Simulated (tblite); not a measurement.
# C7H13GaO: the cost of one run

Programs: tblite 0.8.0 and PySCF 2.14.0, with density-fitted response routines of our own. Each step states its level of theory. These are calculated values for one molecule in the gas phase, unless marked as measured. Atoms are numbered from 0 throughout.

## Step 1: Starting geometry

22 atoms, charge 0, multiplicity 1; geometry from: force field or distance geometry start.

Bonds of the start (Å): C0–C1 1.33, C1–C2 1.46, C2–C3 1.32, C3–C4 1.49, C4–C5 1.54, C4–C6 1.50, C4–O7 1.39, O7–Ga8 2.04, C0–H9 1.08, C0–H10 1.09, C1–H11 1.12, C2–H12 1.08, C3–H13 1.09, C5–H14 1.11, C5–H15 1.08, C5–H16 1.12, C6–H17 1.09, C6–H18 1.09, C6–H19 1.12, Ga8–H20 1.58, Ga8–H21 1.60.

## Step 2: Optimising the geometry with GFN2-xTB

The job: settings as JSON, then the geometry in Å.

```
{"job": {"kind": "relax", "xc": "GFN2-xTB", "basis": "xTB"}, "charge": 0, "multiplicity": 1}
C      3.249400     1.820000     0.111400
C      2.398200     0.861700     0.466800
C      1.159700     0.594000    -0.253500
C      0.372500    -0.374100     0.162300
C     -0.918500    -0.733700    -0.487800
C     -0.603300    -1.987400    -1.319400
C     -1.968300    -1.143100     0.496800
O     -1.372700     0.316700    -1.283500
Ga    -1.487900     1.610500     0.294100
H      4.130000     1.922600     0.730600
H      3.042100     2.462700    -0.740200
H      2.652700     0.233000     1.353400
H      0.893600     1.206200    -1.105700
H      0.681700    -0.952600     1.029500
H      0.404400    -1.802700    -1.738800
H     -1.381200    -2.220500    -2.031000
H     -0.476900    -2.792700    -0.553100
H     -1.786800    -0.752700     1.500000
H     -2.115700    -2.225600     0.455200
H     -2.921400    -0.666300     0.164300
H     -1.381200     3.186100     0.312800
H     -2.580800     1.457200     1.446500
```

On the command line:

```console
$ OMP_NUM_THREADS=1 python probes_run.py task.json out
```

This one command runs all jobs of the session in turn.

Q: Estimate the wall time and peak memory of this first job on 1 thread of Arm Neoverse N1, shared host.

About 3.1 s, with a peak of 0.18 GiB.
